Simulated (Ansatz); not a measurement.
# Hf: the cost of one run

Method: DFT PBE, scalar-relativistic, plane waves, PAW, in Ansatz 0.2.0.

3 further runs of the same task are left out: 3 set aside as unsound or not needed.

**1. The starting structure**

The structure is hexagonal, space group P6_3mc (No. 186). The conventional cell has a = 3.095 Å, b = 3.095 Å, c = 15.187 Å, α = 90.00°, β = 90.00°, γ = 120.00°. Around Si (site symmetry 3m) lie 4 C at 1.89 to 1.90 Å. Si (site symmetry 3m) is surrounded by 4 C at 1.90 Å. C (site symmetry 3m) has 4 Si at 1.89 to 1.90 Å as nearest neighbours. C (site symmetry 3m) is surrounded by 4 Si at 1.90 Å.

As a file:

```cif
data_structure
_symmetry_space_group_name_H-M 'P 1'
_symmetry_Int_Tables_number 1
_cell_length_a 3.0950
_cell_length_b 3.0950
_cell_length_c 15.1866
_cell_angle_alpha 90.000
_cell_angle_beta 90.000
_cell_angle_gamma 120.000
_cell_volume 125.98
loop_
_atom_site_label
_atom_site_type_symbol
_atom_site_fract_x
_atom_site_fract_y
_atom_site_fract_z
_atom_site_occupancy
Si1 Si 0.33333 0.66667 0.83299 1
Si2 Si 0.66667 0.33333 0.33299 1
Si3 Si 0.66667 0.33333 0.66650 1
Si4 Si 0.33333 0.66667 0.16650 1
Si5 Si 0.00000 0.00000 0.49972 1
Si6 Si 0.00000 0.00000 0.99972 1
C1 C 0.00000 0.00000 0.87437 1
C2 C 0.00000 0.00000 0.37437 1
C3 C 0.33333 0.66667 0.70800 1
C4 C 0.66667 0.33333 0.20800 1
C5 C 0.66667 0.33333 0.54151 1
C6 C 0.33333 0.66667 0.04151 1
```

It goes back to an entry of the Materials Project.

It is the result of an earlier relaxation at this level (volume 10.50 Å³/atom; gap on the mesh: 2.03 eV).

**2. Mg strained to the base's plane**

The (001) plane of Mg is fitted to the (001) plane of SiC, a strain of -3.4 % along x and -3.4 % along y; the third vector and the atoms relax.

The input, input.yaml:

```yaml
crystal:
  lattice:
    - [3.0950015819, 0.0, 0.0]
    - [-1.547500791, 2.6803499947, 0.0]
    - [0.0, 0.0, 5.2846327991]
  atoms:
    - { symbol: Hf, position: [0.6666666667, 0.3333333333, 0.25] }
    - { symbol: Hf, position: [0.3333333333, 0.6666666667, 0.75] }
basis:
  ecutwfc: 420
kpoints:
  mp_grid: { grid: [12, 12, 7] }
hamiltonian:
  xc: pbe
scf:
  occupations: { method: gaussian, width: 0.1 }
output:
  forces: true
  stress: true
  eigenvalues: true
relax:
  adjacent_minimum: "off"
  f_tol: 0.01
  max_steps: 50
  cell: { fix: [a, b, gamma], stress_tol: 0.1 }
```

The run is started by

```console
ansatz run input.yaml --threads 8 --pin off --max-ram 20480MiB --backend cpu --events-out ev --progress --plain --runs-dir out
```

Q: Estimate wall time and peak memory on 8 threads of Intel Xeon at 2.70GHz, shared host.

About 5.8 s, with a peak of 0.51 GiB.
